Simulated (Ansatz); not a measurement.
# BH₃O₂Si (SMILES B[Si](=O)O): single points off equilibrium

An exercise on one series of results from a longer session: the logs are not shown, and one member is left open.

Program: Ansatz 0.2.0, Gaussian basis. Level of theory: single points in def2-TZVPP. These are calculated values, not measurements.

Cores are frozen in the correlated methods.

1 further run of the same task is left out (it didn't finish).

**The starting structure**

SMILES `B[Si](=O)O`, 7 atoms, charge 0, spin multiplicity 1.

Atoms are counted from 1 here; the program's logs count them from 0.

Bond lengths: B1–Si2 2.058 Å, B1–H5 1.220 Å, B1–H6 1.200 Å, Si2–O3 1.521 Å, Si2–O4 1.647 Å, O4–H7 0.981 Å. Angles: Si2–B1–H5 121.1°, Si2–B1–H6 115.4°, H5–B1–H6 123.4°, B1–Si2–O3 130.6°, B1–Si2–O4 104.8°, O3–Si2–O4 124.4°, Si2–O4–H7 114.1°.

Geometry (Å):

```xyz
7

B    -0.9686    1.0811    0.0034
Si    0.5354   -0.2695    0.3912
O     1.5915   -0.2891    1.4852
O     0.4432   -1.3663   -0.8339
H    -0.7812    2.0419   -0.7247
H    -2.0050    0.8763    0.5734
H     1.0244   -2.1482   -0.7171
```

The first run:

File run/in.yaml:

```yaml
crystal:
  periodic: [false, false, false]
  atoms:
    - {symbol: B, position_ang: [-0.968553, 1.081116, 0.003401]}
    - {symbol: Si, position_ang: [0.535381, -0.269513, 0.391175]}
    - {symbol: O, position_ang: [1.591538, -0.289085, 1.485195]}
    - {symbol: O, position_ang: [0.443221, -1.366255, -0.833880]}
    - {symbol: H, position_ang: [-0.781176, 2.041944, -0.724684]}
    - {symbol: H, position_ang: [-2.005023, 0.876325, 0.573368]}
    - {symbol: H, position_ang: [1.024414, -2.148206, -0.717100]}
basis:
  gaussian: {orbitals: def2-TZVPP}
hamiltonian: {xc: pbe, dispersion: d4}
output: {forces: true}
```

Started as:

```bash
$ ansatz run in.yaml --threads 2 --pin off --events-out ev --progress --plain --max-ram 3481MiB
```

Among the steps run: PBE-D4/def2-TZVPP; r2SCAN-D4/def2-TZVPP; PBE0-D4/def2-TZVPP; wB97M-V/def2-TZVPP; CCSD(T)/def2-TZVPP.

One table of the session follows, with a row left open; its other results are not shown here.

| method | RMS force component (eV/Å) | angle to CCSD(T) forces (°) | dipole (D) |
| --- | --- | --- | --- |
| PBE-D4 | 0.434 | 35.2 | 2.90 |
| r2SCAN-D4 | 0.402 | 8.0 | 3.06 |
| PBE0-D4 | 0.407 | 19.5 | 3.20 |
| wB97M-V | ? | ? | ? |
| CCSD(T) | 0.410 | reference | 3.10 |

Q: Estimate the row for wB97M-V from the others.

**Answer.** RMS force component (eV/Å): 0.405; angle to CCSD(T) forces (°): 21.3; dipole (D): 3.27. In the column «RMS force component (eV/Å)» it lies between r2SCAN-D4 (0.402) and PBE0-D4 (0.407).

To keep in mind: The reference is not at the basis limit: in triple zeta CCSD(T) underbinds, which counts against methods that bind more; the gaps are no ranking.
